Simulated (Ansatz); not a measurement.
Runs of Ansatz 0.2.0 on AlO2. Symmetry: Cmcm, No. 63, orthorhombic system. Conventional cell: a = 2.976 Å, b = 10.806 Å, c = 3.647 Å, α = 90.00°, β = 90.00°, γ = 90.00°. Around Al (site symmetry m2m) lie 6 O at 1.87 to 2.02 Å. O (site symmetry m2m) is surrounded by 2 Al at 1.88 Å. O (site symmetry m2m) is surrounded by 4 Al at 1.87 to 2.02 Å. The cell comes from a database or a generator and needn't be the stable form of this composition.

```tsv
task	level	cutoff (eV)	gap on the mesh (eV)	pressure (GPa)	largest force (eV/Å)
projected density of states	r2SCAN	500	none	(a)	0.79
single point	PBEsol	420	none	-5.9	0.64
projected density of states	PBEsol	420	none	-5.9	0.64
projected density of states	BLYP	420	none	2.0	0.71
```

Alike in all rows: potentials or basis Ansatz PAW; no spin polarisation; cell as given; k mesh 9 × 9 × 7; smearing fermi-dirac 0.05 eV.

Problem. Fill in the values left out.

Solution. (a) -7.4.

Caveats: the PAW data sets come from PBE, with cores solved anew for the run's functional, which leaves a small shift of forces and pressure; the density of states is complete only up to the lowest level of the last band computed (some runs); the potentials were made for another functional, which shifts forces and pressure (some runs).

A k mesh can miss the band edges.

A gap of «none» marks a metal or a gap under the smearing width.

Not every run made on this cell is shown here.
